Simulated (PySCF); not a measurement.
# trifluoroacetic acid (C₂HF₃O₂): NMR shifts and electronic excitations in gas and solvents, part 2 of 2

PySCF 2.14.0. Atoms count from 0. The steps go on from the part before.

### 9 TDDFT and polarisability: PBE0/aug-cc-pVTZ

The job: settings as JSON, then the geometry in Å.

```
{"job": {"kind": "uv", "xc": "PBE0", "basis": "aug-cc-pVTZ", "ip": false, "dynamic": true}, "charge": 0, "multiplicity": 1}
O      0.819799     1.197773    -0.976741
C      0.531499     0.265315    -0.294697
O      1.358492    -0.671800     0.152877
C     -0.904803    -0.019105     0.198713
F     -1.729916     0.918703    -0.228222
F     -1.324184    -1.198334    -0.259059
F     -0.940653    -0.048345     1.529906
H      2.245383    -0.464144    -0.176014
```

Method: TDDFT PBE0/aug-cc-pVTZ, vertical, gas phase, core orbitals frozen in the response.

Output:

```text
coarse grid: 8224 points
cycle   1  E = -526.2320962372  dE =  1.482e+00  |g| = 1.259e+00  |ddm| = 5.352e+00
cycle   2  E = -525.6001948233  dE =  6.319e-01  |g| = 2.330e+00  |ddm| = 3.556e+00
cycle   3  E = -526.4807100998  dE = -8.805e-01  |g| = 3.362e-01  |ddm| = 2.369e+00
cycle   4  E = -526.4978610804  dE = -1.715e-02  |g| = 1.351e-01  |ddm| = 4.506e-01
cycle   5  E = -526.5008571870  dE = -2.996e-03  |g| = 2.028e-02  |ddm| = 1.431e-01
cycle   6  E = -526.5009345192  dE = -7.733e-05  |g| = 5.634e-03  |ddm| = 2.987e-02
cycle   7  E = -526.5009398811  dE = -5.362e-06  |g| = 1.698e-03  |ddm| = 6.868e-03
final grid: 85016 points
cycle   8  E = -526.4910446241  dE = -6.567e-05  |g| = 1.149e-02  |ddm| = 1.769e-01
cycle   9  E = -526.4909948929  dE =  4.973e-05  |g| = 2.051e-02  |ddm| = 3.123e-02
cycle  10  E = -526.4910648574  dE = -6.996e-05  |g| = 2.381e-03  |ddm| = 2.045e-02
cycle  11  E = -526.4910658113  dE = -9.538e-07  |g| = 4.507e-04  |ddm| = 2.730e-03
cycle  12  E = -526.4910658440  dE = -3.272e-08  |g| = 6.763e-05  |ddm| = 4.853e-04
cycle  13  E = -526.4910658447  dE = -7.207e-10  |g| = 2.602e-05  |ddm| = 1.088e-04
converged SCF energy = -526.4910658447

Static polarisability (au): isotropic 35.701, principal 29.137 38.669 39.298

Singlet excitations
state   eV       nm        f      main configurations
  1   5.6918    217.8   0.00060   H->L 0.99
  2   7.6509    162.1   0.03394   H->L+1 0.88, H-1->L 0.09
  3   8.5155    145.6   0.15503   H-1->L 0.77, H->L+1 0.09
  4   8.6559    143.2   0.00195   H-1->L+1 0.96
  5   8.7659    141.4   0.00194   H-2->L 0.96
  6   8.9746    138.2   0.01440   H->L+2 0.81, H->L+3 0.08
  7   9.2901    133.5   0.03484   H->L+3 0.85, H->L+2 0.11
  8   9.3262    132.9   0.00327   H->L+4 0.98
  9   9.6868    128.0   0.00264   H-3->L 0.99
 10   9.9572    124.5   0.00586   H->L+5 0.66, H->L+6 0.26

Triplet excitations (Tamm-Dancoff, eV): 5.0989 5.9462 7.4866 8.0469
```

Wall time 53 s (1 thread of Arm Neoverse V2, shared host); peak memory 1.1 GiB.

The orbitals next to the gap, with their largest atomic shares:

| orbital | eV | atoms |
| --- | --- | --- |
| HOMO−3 | -12.34 | F4 32 %, F5 29 %, F6 29 % |
| HOMO−2 | -11.89 | O2 23 %, O0 18 %, F4 17 % |
| HOMO−1 | -10.48 | O2 40 %, O0 39 %, C1 15 % |
| HOMO | -9.26 | O0 59 %, C1 15 %, O2 9 % |
| LUMO | -1.18 | C1 37 %, O0 29 %, O2 13 % |
| LUMO+1 | -0.42 | H7 67 %, C1 12 %, O2 12 % |
| LUMO+2 | 0.68 | C1 36 %, C3 33 %, H7 6 % |

With each of the 10 states as a Gaussian band of 0.4 eV half-width at 1/e, the curve within the window shown has maxima at 160 nm (ε 1,500), 145 nm (ε 6,600) L/(mol cm). Beyond the last state computed it falls off for lack of states. The curve at chosen wavelengths:

nm, ε (L/mol/cm) and a bar:
```
      121        154 #
      126        539 ##
      131       1542 #######
      136       2488 ###########
      141       4743 ######################
      145       6599 ##############################
      150       4540 #####################
      155       1871 #########
      160       1454 #######
      165       1247 ######
      170        633 ###
      175        192 #
      180         38 
      184          8 
      189          1 
      194          1 
      199          4 
      204          9 
      209         17 
      214         23 
      219         24 
      223         22 
      228         16 
      233         10 
      238          6 
      243          3
```

Further results of this job:

| property | computed | measured |
| --- | --- | --- |
| dipole moment (D) | 2.21 | 2.28 |
| polarisability (Å³) | 5.29 | – |
| HOMO–LUMO gap (eV) | 8.08 | – |
| −ε(HOMO) (eV) | 9.26 | – |
| C6 with itself (au) | 728 | – |

Measured: gas; NIST CCCBDB Release 22 (SRD 101), experimental dipoles.

### 10 TDDFT and polarisability: CAM-B3LYP/aug-cc-pVTZ

The job, as its differences from that of step 9:

```diff
@@ -1,2 +1,2 @@
-{"job": {"kind": "uv", "xc": "PBE0", "basis": "aug-cc-pVTZ", "ip": false, "dynamic": true}, "charge": 0, "multiplicity": 1}
+{"job": {"kind": "uv", "xc": "CAM-B3LYP", "basis": "aug-cc-pVTZ", "ip": false, "dynamic": false}, "charge": 0, "multiplicity": 1}
 O      0.819799     1.197773    -0.976741
```

Method: TDDFT CAM-B3LYP/aug-cc-pVTZ, vertical, gas phase, core orbitals frozen in the response.

Output:

```text
coarse grid: 8224 points
cycle   1  E = -526.5602994433  dE =  1.567e+00  |g| = 1.375e+00  |ddm| = 5.448e+00
cycle   2  E = -526.1644086166  dE =  3.959e-01  |g| = 2.150e+00  |ddm| = 3.573e+00
cycle   3  E = -526.8776682391  dE = -7.133e-01  |g| = 2.315e-01  |ddm| = 2.177e+00
cycle   4  E = -526.8844309937  dE = -6.763e-03  |g| = 1.201e-01  |ddm| = 3.355e-01
cycle   5  E = -526.8867127094  dE = -2.282e-03  |g| = 1.342e-02  |ddm| = 1.231e-01
cycle   6  E = -526.8867470699  dE = -3.436e-05  |g| = 3.768e-03  |ddm| = 2.003e-02
cycle   7  E = -526.8867504535  dE = -3.384e-06  |g| = 1.289e-03  |ddm| = 6.619e-03
final grid: 85016 points
cycle   8  E = -526.8726450727  dE = -6.075e-05  |g| = 5.058e-03  |ddm| = 1.428e-01
cycle   9  E = -526.8726429702  dE =  2.103e-06  |g| = 6.308e-03  |ddm| = 1.353e-02
cycle  10  E = -526.8726483507  dE = -5.380e-06  |g| = 8.406e-04  |ddm| = 6.438e-03
cycle  11  E = -526.8726484435  dE = -9.274e-08  |g| = 4.625e-04  |ddm| = 1.242e-03
cycle  12  E = -526.8726484765  dE = -3.300e-08  |g| = 7.788e-05  |ddm| = 5.013e-04
cycle  13  E = -526.8726484777  dE = -1.274e-09  |g| = 2.148e-05  |ddm| = 1.213e-04
cycle  14  E = -526.8726484779  dE = -1.573e-10  |g| = 9.791e-06  |ddm| = 4.774e-05
converged SCF energy = -526.8726484779

Static polarisability (au): isotropic 35.705, principal 29.258 38.447 39.411

Singlet excitations
state   eV       nm        f      main configurations
  1   5.7145    217.0   0.00051   H->L+1 0.97
  2   7.8475    158.0   0.03597   H->L 0.73, H-1->L+1 0.14
  3   8.5737    144.6   0.16586   H-1->L+1 0.74, H->L 0.13
  4   8.6553    143.2   0.00207   H-1->L 0.84
  5   8.9468    138.6   0.00141   H-2->L+1 0.93
  6   9.2388    134.2   0.01113   H->L+2 0.42, H->L+3 0.32, H->L+6 0.12
  7   9.5256    130.2   0.00314   H->L+4 0.92
  8   9.6527    128.4   0.04197   H->L+3 0.48, H->L+2 0.38
  9  10.2761    120.7   0.00310   H-3->L+1 0.97
 10  10.3302    120.0   0.01145   H->L+5 0.56, H->L+6 0.12, H->L+2 0.10

Triplet excitations (Tamm-Dancoff, eV): 5.1680 5.9902 7.7099 8.2638
```

Wall time 57 s (1 thread of Arm Neoverse V2, shared host); peak memory 1.5 GiB.

This run: HOMO -10.82 eV, LUMO -0.05 eV; lowest singlet 5.71 eV.

### 11 Ultraviolet spectrum: wB97X-D/aug-cc-pVTZ

The job, as its differences from that of step 10:

```diff
@@ -1,2 +1,2 @@
-{"job": {"kind": "uv", "xc": "CAM-B3LYP", "basis": "aug-cc-pVTZ", "ip": false, "dynamic": false}, "charge": 0, "multiplicity": 1}
+{"job": {"kind": "uv", "xc": "wB97X-D", "basis": "aug-cc-pVTZ", "ip": true, "dynamic": false}, "charge": 0, "multiplicity": 1}
 O      0.819799     1.197773    -0.976741
```

With the program's defaults for keys left out, this is: TDDFT wB97X-D/aug-cc-pVTZ, vertical, gas phase, core orbitals frozen in the response.

Output:

```text
coarse grid: 8224 points
cycle   1  E = -526.5312513076  dE =  1.574e+00  |g| = 1.383e+00  |ddm| = 5.331e+00
cycle   2  E = -526.2635294160  dE =  2.677e-01  |g| = 1.973e+00  |ddm| = 3.420e+00
cycle   3  E = -526.8600800343  dE = -5.966e-01  |g| = 1.979e-01  |ddm| = 1.990e+00
cycle   4  E = -526.8650743735  dE = -4.994e-03  |g| = 1.043e-01  |ddm| = 2.943e-01
cycle   5  E = -526.8667887416  dE = -1.714e-03  |g| = 1.270e-02  |ddm| = 1.144e-01
cycle   6  E = -526.8668241452  dE = -3.540e-05  |g| = 3.519e-03  |ddm| = 2.228e-02
cycle   7  E = -526.8668278216  dE = -3.676e-06  |g| = 1.237e-03  |ddm| = 7.390e-03
final grid: 85016 points
cycle   8  E = -526.8575648791  dE = -1.422e-04  |g| = 9.092e-03  |ddm| = 1.498e-01
cycle   9  E = -526.8575659957  dE = -1.117e-06  |g| = 8.559e-03  |ddm| = 2.019e-02
cycle  10  E = -526.8575744927  dE = -8.497e-06  |g| = 9.017e-04  |ddm| = 9.017e-03
cycle  11  E = -526.8575746237  dE = -1.310e-07  |g| = 4.482e-04  |ddm| = 1.561e-03
cycle  12  E = -526.8575746562  dE = -3.253e-08  |g| = 1.721e-04  |ddm| = 6.102e-04
cycle  13  E = -526.8575746622  dE = -5.955e-09  |g| = 4.511e-05  |ddm| = 2.417e-04
cycle  14  E = -526.8575746629  dE = -6.711e-10  |g| = 1.467e-05  |ddm| = 1.001e-04
converged SCF energy = -526.8575746629

Static polarisability (au): isotropic 35.770, principal 29.341 38.516 39.454

Singlet excitations
state   eV       nm        f      main configurations
  1   5.7226    216.7   0.00053   H->L+1 0.98
  2   7.9736    155.5   0.03859   H->L 0.62, H-1->L+1 0.17, H->L+5 0.10
  3   8.6126    144.0   0.16556   H-1->L+1 0.73, H->L 0.15
  4   8.8424    140.2   0.00220   H-1->L 0.75, H-1->L+5 0.13
  5   8.9221    139.0   0.00140   H-2->L+1 0.93
  6   9.3737    132.3   0.00671   H->L+3 0.47, H->L+6 0.19, H->L+2 0.18
  7   9.5461    129.9   0.00272   H->L+4 0.91
  8   9.7331    127.4   0.03787   H->L+2 0.53, H->L+3 0.25
  9  10.1639    122.0   0.00359   H-3->L+1 0.98
 10  10.3259    120.1   0.02274   H->L+5 0.55, H->L+8 0.13, H->L 0.13

Triplet excitations (Tamm-Dancoff, eV): 5.2036 6.0845 7.8702 8.2707
Vertical ionisation energy (delta-SCF) = 11.8134 eV
```

It took 93 s on 1 thread of Arm Neoverse V2, shared host; peak memory 1.5 GiB.

In short: HOMO -11.18 eV, LUMO 0.65 eV; lowest singlet 5.72 eV.

### 12 Run by run: NMR shifts

Shifts (ppm), means over like atoms, with basis size and wall time (the measured row can stand on another reference than the computed rows):

| run | C1 | C3 | H7 | O0 | O2 | F4 | functions | time |
| --- | --- | --- | --- | --- | --- | --- | --- | --- |
| PBE0/pcSseg-2 | 168.6 | 126.6 | 6.48 | 430.5 | 194.8 | -85.7 | 266 | 21 s |
| KT3/pcSseg-2 | 157.1 | 125.2 | 6.19 | 395.0 | 194.6 | -102.1 | 266 | 29 s |
| wB97X-D/pcSseg-2 | 170.2 | 127.0 | 6.50 | 430.7 | 190.9 | -78.9 | 266 | 26 s |
| B97-2/pcSseg-2 | 165.8 | 125.4 | 6.44 | 418.6 | 191.4 | -86.1 | 266 | 19 s |
| WP04/pcSseg-2 in chloroform | 170.6 | 131.7 | 7.77 | 415.7 | 203.3 | -80.4 | 266 | 20 s |
| wB97X-D/pcSseg-2 in chloroform | 172.2 | 127.9 | 7.46 | 420.5 | 200.6 | -78.4 | 266 | 26 s |
| measured | – | – | – | – | – | -76.5 | – | – |

Measured: University of Colorado NMR facility, 19F NMR Reference Standards.

### 13 Comparing the runs: electronic excitations

Excitations and ground-state properties, with basis size and wall time:

| run | lowest singlet (eV) | brightest (eV) | f | gap (eV) | α (Å³) | μ (D) | functions | time |
| --- | --- | --- | --- | --- | --- | --- | --- | --- |
| PBE0/aug-cc-pVTZ | 5.69 | 8.52 | 0.155 | 8.08 | 5.29 | 2.21 | 345 | 53 s |
| CAM-B3LYP/aug-cc-pVTZ | 5.71 | 8.57 | 0.166 | 10.78 | 5.29 | 2.23 | 345 | 57 s |
| wB97X-D/aug-cc-pVTZ | 5.72 | 8.61 | 0.166 | 11.83 | 5.30 | 2.21 | 345 | 93 s |

Measured dipole: 2.28 D (gas; NIST CCCBDB Release 22 (SRD 101), experimental dipoles).

### 14 What came out

This closing draws on all 2 parts.

```
                                                                 quantity                        value
                                                              point group                           Cs
                                     rotational constants (main isotopes)         3.89, 2.51, 2.08 GHz
                                   13C shifts against TMS (PBE0/pcSseg-2)             168.6, 126.6 ppm
                                    1H shifts against TMS (PBE0/pcSseg-2)                     6.48 ppm
                                   17O shifts against H2O (PBE0/pcSseg-2)             430.5, 194.8 ppm
19F shifts against CFCl3 (PBE0/pcSseg-2, means over atoms taken as alike)                    -85.7 ppm
                                 measured, and computed on the same scale        F4 δ -76.5, -85.7 ppm
                                        lowest singlet (PBE0/aug-cc-pVTZ)  5.69 eV (218 nm), f = 0.001
                                 brightest single state of those computed  state 3, 8.52 eV, f = 0.155
                                                           lowest triplet                      5.10 eV
                         range of the shift of O0 (wB97X-D/pcSseg-2 runs)           420.5 to 430.7 ppm
                                              range of the lowest singlet              5.69 to 5.72 eV
```

Relaxing lowered the energy by 0.145 eV in 6 steps; the close pair that moved most is O2–H7, from 1.009 to 0.968 Å. No frequency check was run at this level, so the end point may be a saddle. C1 (carboxylic acid carbon) lies farthest downfield among carbon, at 168.6 ppm; it is a carbonyl in resonance with an O or N lone pair, the region of acids, esters and amides. At PBE0/pcSseg-2: The largest span, 621 ppm, is at O0, where the paramagnetic term is -495 ppm. The one measured 19F shift is missed by -9.2 ppm (computed less measured, unscaled). Vibration, temperature and solvent are missing from the calculation, so part of the miss against the measured shifts is not the functional's. The lowest singlet, at 5.69 eV, is HOMO→LUMO 0.99 and is dark; of the 10 states computed, the strongest absorption comes from state 3 at 8.52 eV. The lowest triplet lies 0.59 eV below the lowest singlet (triplets in Tamm-Dancoff, singlets in full TDDFT). The dipole moment, 2.21 D, compares with 2.28 D measured (one conformer here). At one level, wB97X-D/pcSseg-2: Across the 2 runs the shift of O0 moves most, between 420.5 (wB97X-D/pcSseg-2 in chloroform) and 430.7 ppm (wB97X-D/pcSseg-2). The lowest singlet runs from 5.69 eV (PBE0/aug-cc-pVTZ) to 5.72 eV (wB97X-D/aug-cc-pVTZ), while the orbital gap spans 8.08 to 11.83 eV: the excitation energy moves far less from run to run than the orbital gap does. The lowest state need not be the same one in every run. For the measured dipole, CAM-B3LYP/aug-cc-pVTZ misses least (0.05 D, 57 s) and wB97X-D/aug-cc-pVTZ most (0.07 D, 93 s); the quickest, PBE0/aug-cc-pVTZ, misses by 0.07 D in 53 s. One molecule ranks no method: errors cancel, and vibration and temperature are missing from all runs.
